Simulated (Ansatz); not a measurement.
# Bi: the cost of one run

Program: Ansatz 0.2.0. Level of theory: DFT r²SCAN, scalar-relativistic, plane waves, PAW. These are calculated values, not measurements.

5 further runs of the same task are left out: 1 that didn't finish, 4 set aside as unsound or not needed. Runs told in other sessions of the task aren't counted.

### Step 1. The system as given

It takes space group R-3m (No. 166, trigonal). Conventional cell: a = 4.521 Å, b = 4.521 Å, c = 11.995 Å, α = 90.00°, β = 90.00°, γ = 120.00°. Bi (site symmetry 3m) has 3 Bi at 3.07 Å in its first shell of neighbours.

Structure file:

```xyz
2
Lattice="2.2605 1.3051 3.9983 -2.2605 1.3051 3.9983 0.0000 -2.6102 3.9983" Properties=species:S:1:pos:R:3 pbc="T T T"
Bi    0.0000    0.0000    2.8029
Bi    0.0000    0.0000    9.1920
```

Origin of the cell: volume kept, shape and atoms relaxed. An earlier run on this cell at r²SCAN gave 1.02 GPa at 35.386 Å³/atom (10×10×10 mesh), metallic.

### Step 2. Bands on a fine mesh, Fermi surface

Contents of input.yaml:

```yaml
crystal:
  lattice:
    - [2.2604732702, 1.305084851, 3.9982810748]
    - [-2.2604732702, 1.305084851, 3.9982810748]
    - [0.0, -2.610169702, 3.9982810748]
  atoms:
    - { symbol: Bi, position: [0.2336737674, 0.2336737674, 0.2336737674] }
    - { symbol: Bi, position: [0.7663262326, 0.7663262326, 0.7663262326] }
basis:
  ecutwfc: 500
  ecutrho_ratio: 4
kpoints:
  mp_grid: { grid: [10, 10, 10] }
hamiltonian:
  xc: r2scan
scf:
  occupations: { method: gaussian, width: 0.05 }
output:
  forces: true
  stress: true
  eigenvalues: true
  eigenstates:
    nscf_kmesh: { grid: [16, 16, 16] }
    de_dk: true
    e_range: [-2.5, 2.5]
  write_density: true
  write_potential: true
  elf: true
  volumetric_format: npy
```

The run is started by

```console
> ansatz run input.yaml --threads 4 --pin off --max-ram 9216MiB --backend cpu --events-out ev --progress --plain --runs-dir out
```

What time and memory should one allow on 4 threads of Arm Neoverse V2, shared host?

About 16 s, with a peak of 0.78 GiB.
